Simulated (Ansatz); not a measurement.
# AlHSO5 with one H vacancy: molecular dynamics, part 2 of 2

Aim: see whether any ions leave their sites. Runs: 180 steps of 0.5 fs at constant energy, with velocities drawn for 1400 K; 290 steps of 0.5 fs under a Langevin thermostat at 1120 K. Host space group C2/c, cell charge -1.

Ansatz 0.2.0; DFT PBEsol, plane waves, PAW, scalar-relativistic, no spin polarisation. The steps go on from the part before.

**8. The trajectory**

One step in 21; energies are changes from step 0; msd is the mean square displacement from the start, the centre of mass held:

```csv
time (fs),T (K),potential energy change (meV/atom),msd H (Å²),msd O (Å²),msd S (Å²),msd Al (Å²)
0.0,1084,0.0,0.000,0.000,0.000,0.000
10.5,1041,26.4,0.182,0.014,0.004,0.006
21.0,1070,22.3,0.149,0.036,0.014,0.014
31.5,977,50.9,0.279,0.050,0.013,0.032
42.0,838,12.0,0.603,0.047,0.011,0.034
52.5,755,-0.5,1.004,0.040,0.009,0.029
63.0,922,43.0,1.193,0.056,0.011,0.018
73.5,1002,56.9,0.852,0.065,0.022,0.023
84.0,1305,7.5,0.616,0.074,0.023,0.022
94.5,1006,17.7,0.459,0.083,0.025,0.021
105.0,1414,23.8,0.385,0.088,0.032,0.014
115.5,1339,34.5,0.505,0.101,0.036,0.030
126.0,840,49.1,0.418,0.120,0.039,0.056
136.5,1145,43.7,0.181,0.139,0.051,0.059
145.0,1077,67.1,0.264,0.151,0.054,0.062
```

time (fs), T (K) and a bar:
```
      0.0       1084 #############
      6.5        996 #########
     12.5       1067 ############
     19.0       1176 #################
     25.0        885 #####
     31.5        977 #########
     38.0        953 ########
     44.0        773 
     50.5        802 #
     56.5        913 ######
     63.0        922 ######
     69.5        780 
     75.5       1016 ##########
     82.0       1201 ##################
     88.5       1076 #############
     94.5       1006 ##########
    101.0        909 ######
    107.0       1482 ##############################
    113.5       1390 ##########################
    120.0       1069 #############
    126.0        840 ###
    132.5       1126 ###############
    138.5       1156 ################
    145.0       1077 #############
```

Pair distribution over the second half of the run:

```csv
r (Å),g O–O,g Al–O,g S–O
0.68,0.00,0.00,0.00
0.84,0.00,0.00,0.00
1.00,0.00,0.00,0.00
1.16,0.00,0.00,0.00
1.32,0.00,0.00,0.82
1.48,0.00,0.00,12.41
1.64,0.00,0.90,1.62
1.80,0.00,3.61,0.00
1.96,0.00,5.89,0.00
2.12,0.01,1.95,0.00
2.28,1.04,0.63,0.00
2.44,2.28,0.10,0.00
2.60,2.27,0.01,0.00
2.76,2.20,0.00,0.07
2.92,1.29,0.00,0.16
3.08,0.83,0.00,0.35
```

First peaks of g(r) (not always the tallest), and, where a minimum follows, the mean number of second-named atoms round a first-named one up to the next minimum:

```csv
pair,peak (Å),height,minimum (Å),neighbours
O–O,2.44,2.3,-,-
Al–O,1.96,5.9,2.68,6.0
S–O,1.48,12.4,1.80,4.0
```

**9. Frames from the trajectory**

Positions (Å) and forces (eV/Å):

```xyz
31
Lattice="0.150 3.664 6.250 0.150 -3.664 6.250 7.229 0.000 0.000" Properties=species:S:1:pos:R:3:forces:R:3 pbc="T T T" time_fs=48.5 T=796 dE=-0.1940
Al    3.612   -0.080    0.379    1.854    0.149   -1.326
Al    1.787    0.007    3.055   -0.175   -0.303    0.209
H     1.736    1.394    4.947   -0.334   -0.578   -0.058
S     3.030   -0.914    7.936    1.388   -0.903   -0.240
S     0.773   -2.735    4.803    1.181    0.327   -4.395
O     0.068    0.176    2.173    1.490   -0.118    1.431
O     5.431   -0.153    0.938   -0.406   -0.698   -0.169
O     3.931   -0.138    4.095   -0.651   -0.351   -0.851
O     5.894    0.380    5.401    0.364   -0.391   -0.363
O     3.808   -1.769    6.914   -1.077    0.706    2.362
O     2.280   -1.691    9.001    1.129    0.219   -0.644
O     0.417   -1.872    5.890   -0.842    1.979    2.224
O     1.240   -1.919    3.613   -0.536    0.548    0.476
O     2.618   -0.479    1.665    0.054   -0.382   -0.201
O     1.216    0.555    4.761    1.178    0.964   -0.811
Al    0.467   -0.029    6.262   -2.082    0.542    1.775
Al    5.689    0.072    9.468   -1.475    0.526    0.300
H     5.987   -1.103    7.654    0.825    0.156   -0.318
H     3.377   -3.109    4.598    0.896    0.311   -0.275
S     6.641    2.730    7.903   -2.909   -0.367   -0.115
S     4.722    0.916    4.687    0.327    2.069   -0.350
O     3.915    0.181    8.461    0.443   -1.381    0.647
O     2.054   -0.169    7.168   -1.671    0.941   -0.947
O     6.996    0.082   10.704    0.200    0.013   -0.014
O     2.027    0.059   11.328    0.858   -1.606    1.707
O     7.365    1.879    6.961    0.807   -0.191   -0.157
O     5.944    1.936    8.995    0.914    0.261   -0.607
O     3.857    1.644    5.643   -0.244    0.942    0.813
O     5.185    1.936    3.581   -0.345   -1.608    0.968
O     6.646   -0.385    7.871   -1.072   -1.087    0.053
O     4.460    0.557   11.200   -0.090   -0.689   -1.123
31
Lattice="0.150 3.664 6.250 0.150 -3.664 6.250 7.229 0.000 0.000" Properties=species:S:1:pos:R:3:forces:R:3 pbc="T T T" time_fs=96.5 T=973 dE=0.8904
Al    3.757   -0.100    0.222   -0.055    0.241    0.015
Al    1.976    0.010    3.020   -0.541    0.227    1.421
H     1.491    1.411    4.978    0.960    1.534    0.057
S     3.047   -0.859    7.931    2.886    2.522    2.318
S     0.871   -2.785    4.841   -0.941    4.185   -0.904
O    -0.002   -0.045    2.507    0.582   -0.405   -1.696
O     5.450   -0.457    0.937   -0.084    1.240   -0.302
O     3.721    0.062    4.144    0.100   -1.089    1.576
O     5.848    0.421    5.535   -0.740   -1.360   -0.221
O     3.929   -1.556    7.077    1.700   -4.047   -3.254
O     2.293   -1.777    8.822   -0.307    0.899    0.894
O     0.372   -1.783    5.950    1.087   -1.533   -1.942
O     1.222   -2.032    3.551    0.431   -0.489    2.125
O     2.842   -0.435    1.655    0.091   -0.280   -1.089
O     1.092    0.612    4.664   -0.065   -1.499    0.026
Al    0.298    0.106    6.306   -0.181   -2.030    0.448
Al    5.719    0.032    9.524   -0.153   -2.440   -0.885
H     6.857   -1.433    8.058    1.445   -5.145    0.654
H     3.768   -2.818    4.335    0.008    0.233   -0.291
S     6.658    2.589    7.959    1.008   -1.669   -0.576
S     4.689    0.965    4.828   -0.675    0.244   -1.527
O     4.141    0.126    8.591   -3.914   -1.423   -0.269
O     2.167   -0.003    7.183   -2.033    0.923   -0.556
O     7.111   -0.027   10.817    0.828   -0.454   -0.293
O     2.170    0.139   11.562    1.018   -0.819    0.733
O     7.486    1.747    6.980    0.057    2.935    1.280
O     6.110    1.606    8.882   -0.439    1.817    0.619
O     3.972    1.786    5.836   -0.721    0.465   -0.390
O     5.193    1.693    3.654    1.006    2.391   -0.437
O     6.616   -0.595    7.880   -0.800    5.007   -0.004
O     4.788    0.599   10.954   -1.558   -0.182    2.468
31
Lattice="0.150 3.664 6.250 0.150 -3.664 6.250 7.229 0.000 0.000" Properties=species:S:1:pos:R:3:forces:R:3 pbc="T T T" time_fs=145.0 T=1077 dE=2.0809
Al    3.627   -0.065    0.276   -0.386    1.258    2.834
Al    1.854    0.180    3.283    1.836   -1.631   -4.075
H     1.885    1.061    5.325   -1.614   -1.047   -0.981
S     2.946   -0.726    7.947    3.727   -2.139   -0.468
S     0.982   -2.592    4.824   -2.245   -3.066    0.707
O     0.190    0.062    2.412    0.136   -0.415   -1.086
O     5.497   -0.244    1.093    0.130    0.529   -1.376
O     3.577    0.224    4.556   -1.505   -2.583   -2.203
O     5.822    0.166    5.490   -2.694    1.106    0.307
O     3.786   -1.653    7.203    1.255   -0.263   -2.515
O     2.215   -1.658    8.781   -2.818   -0.107    3.209
O     0.018   -1.701    5.622    1.880   -1.079   -0.461
O     1.397   -2.037    3.526    1.425    1.284    1.332
O     2.946   -0.428    1.956   -0.604    0.754   -0.367
O     1.136    0.516    4.840    1.419    1.990    1.953
Al    0.180   -0.015    6.391   -0.133    0.054    0.412
Al    5.775   -0.269    9.593    0.557    3.350    0.072
H     7.415   -1.447    8.244   -0.231   -0.365    0.595
H     3.899   -2.801    4.236    0.599   -0.507    1.424
S     6.753    2.681    7.919   -1.495   -0.617    3.996
S     4.662    1.001    4.987    1.960    1.854    4.205
O     3.964    0.103    8.684   -0.889    0.490    0.127
O     2.019    0.044    7.108   -0.515    0.203    0.393
O     7.512   -0.164   10.639    0.391    1.505    0.950
O     2.196    0.586   12.063   -1.623    0.672   -1.935
O     7.557    1.861    6.956   -0.829    0.079    0.388
O     6.157    1.840    9.067    0.606   -0.659   -1.613
O     3.956    1.879    6.062    1.411   -2.203   -1.217
O     5.328    1.846    4.008   -0.232   -1.411   -1.112
O     6.650   -0.852    8.105    0.617    1.329   -1.500
O     4.652    0.352   11.127   -0.134    1.635   -1.995
```

Reading of run 2. Against a set 1120 K the second half averages 1140 K with a spread of 188 K (in equilibrium 31 atoms would scatter by about 164 K, over a far longer run). The atom that moves most swings out by 1.69 Å (the median distance to the nearest neighbour, bonds to H left out, is 1.50 Å), and none ends a neighbour distance from its start.

**10. Summary of results**

What follows sums up all 2 parts.

| quantity | value |
| --- | --- |
| run 1: length | 180 steps of 0.5 fs |
| run 1: temperature, first and last step | 1400 and 847 K |
| run 1: temperature, second half | mean 744 K, from 584 to 906 K |
| run 1: potential energy, second half | +82 meV/atom from this run's first step |
| run 1: largest change of the total energy | 0.32 meV/atom |
| run 1: mean square displacement, second half | H 1.6, O 0.083, Al 0.053, S 0.033 Å² |
| run 2: length | 290 steps of 0.5 fs |
| run 2: temperature, first and last step | 1084 and 1077 K |
| run 2: temperature, second half | mean 1140 K, from 789 to 1575 K |
| run 2: potential energy, second half | +34 meV/atom from this run's first step |
| run 2: mean square displacement, second half | H 0.466, O 0.100, S 0.034, Al 0.034 Å² |

**Reading.** Mean temperatures of the second halves: 744 K, 1140 K. In the last run: the atom that moves most swings out by 1.69 Å (the median distance to the nearest neighbour, bonds to H left out, is 1.50 Å), and none ends a neighbour distance from its start. Averages from a run of 145 fs with 31 atoms are rough. The nuclei move classically, without zero-point motion, which matters most for hydrogen. The charged cell sits in a uniform background, with no correction for images. The settings are cheap ones for dynamics (low accuracy level or one k-point).
